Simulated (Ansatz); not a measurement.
# In2Ir3S2: a single point and what it writes

The system is In2Ir3S2, a structure type of another compound, with these elements put in. Wanted, at the geometry given: its forces and stress, its levels, and how its atoms share the electrons.

Computed, not measured: Ansatz 0.2.0, DFT, r2SCAN, no spin polarisation, plane waves, PAW.

**1. Geometry**

Symmetry: R-3m, No. 166, trigonal system. Conventional cell: a = 5.434 Å, b = 5.434 Å, c = 13.966 Å, α = 90.00°, β = 90.00°, γ = 120.00°. In (site symmetry -3m) is surrounded by 6 Ir at 2.81 Å and 6 S at 3.23 Å. Around Ir (site symmetry 2/m) lie 2 S at 2.22 Å. S (site symmetry 3m) has 3 Ir at 2.22 Å and 4 In at 3.09 to 3.23 Å as nearest neighbours. In (site symmetry -3m) is surrounded by 6 Ir at 2.72 Å and 2 S at 3.09 Å.

The coordinates stand in the input below.

The run starts from a saved solution of this cell (checkpoint.read), perhaps found on another mesh.

**2. The run**

input.yaml reads:

```yaml
crystal:
  lattice:
    - [0.0, -3.104754, 4.459496]
    - [2.629811, -1.650318, -4.459496]
    - [2.984008, 1.650318, 4.459496]
  atoms:
    - { symbol: In, position: [0.0, 0.0, 0.0] }
    - { symbol: Ir, position: [0.0, 0.5, 0.5] }
    - { symbol: Ir, position: [0.5, 0.0, 0.5] }
    - { symbol: Ir, position: [0.0, 0.0, 0.5] }
    - { symbol: S, position: [0.721, 0.279, 0.837] }
    - { symbol: S, position: [0.279, 0.721, 0.163] }
    - { symbol: In, position: [0.5, 0.5, 0.5] }
  symmetry: { tolerance: 0.0003 }
kpoints:
  mp_grid: { grid: [8, 8, 8], shift: [0, 0, 0] }
  band_path:
    path:
      - [0.0, 0.0, 0.0]
      - [0.0, 0.0, -0.5]
      - [0.25764548, -0.51529096, -0.24235452]
      - [0.48470904, -0.74235452, 0.24235452]
      - [0.0, -0.5, 0.0]
      - [0.0, 0.0, 0.0]
      - [0.37117726, -0.74235452, 0.37117726]
      - [0.37117726, -0.62882274, 0.0]
      - [0.5, -0.5, 0.0]
      - [0.0, 0.0, 0.0]
    npoints: 7
magnetization:
  spin_polarized: false
scf:
  occupations: { method: fermi_dirac }
  lower_state_search: "off"
  max_iter: 200
hamiltonian:
  pseudopotentials: { kind: paw }
  xc: r2scan
basis:
  ecutwfc: 500
  fft_grid_basis: typed
output:
  forces: true
  stress: true
  eigenvalues: true
  bader: true
  populations: true
  elf: true
  write_potential: true
  volumetric_format: npy
  dos:
    e_range: [-12, 8]
    de: 0.05
    projected: { site_lists: { In: [In], Ir: [Ir], S: [S] } }
checkpoint:
  read: saved_state
```

On the command line:

```console
$ ansatz run input.yaml --threads 1 --pin off --max-ram 2560MiB --backend cpu --events-out ev --progress --plain --runs-dir out
```

Q: Predict the outcome of this session. Wanted: largest force; pressure; character; Bader charges.

As calculated:

```
                                                 quantity                                   value
                                            largest force                         3.209 eV/Å on S
                                                 pressure                                18.5 GPa
           formation energy (elements from separate runs)                           -0.28 eV/atom
                                                character                                   metal
density of states, mean within 0.25 eV of the Fermi level                     3.5 per eV per cell
                                            Bader charges  In +1.00 to +1.04, Ir -0.31, S -0.55 e
```

The cell is metallic; within 0.25 eV of the Fermi level the density of states averages 3.5 per eV per cell, mostly Ir d (53 %) and In p (20 %). Forces reach 3.2 eV/Å, so the geometry is far from rest and the levels are not those of the relaxed cell. At 18.5 GPa the cell is compressed and would expand, and unequal principal stresses would change its shape. By Bader's partition In gives up most (+1.02 e) and S takes most (-0.55 e). The atoms are not at rest: the largest force, 3.21 eV/Å, acts on S.

Limits of this run: an odd count of electrons without spin polarisation forces a partly filled band.
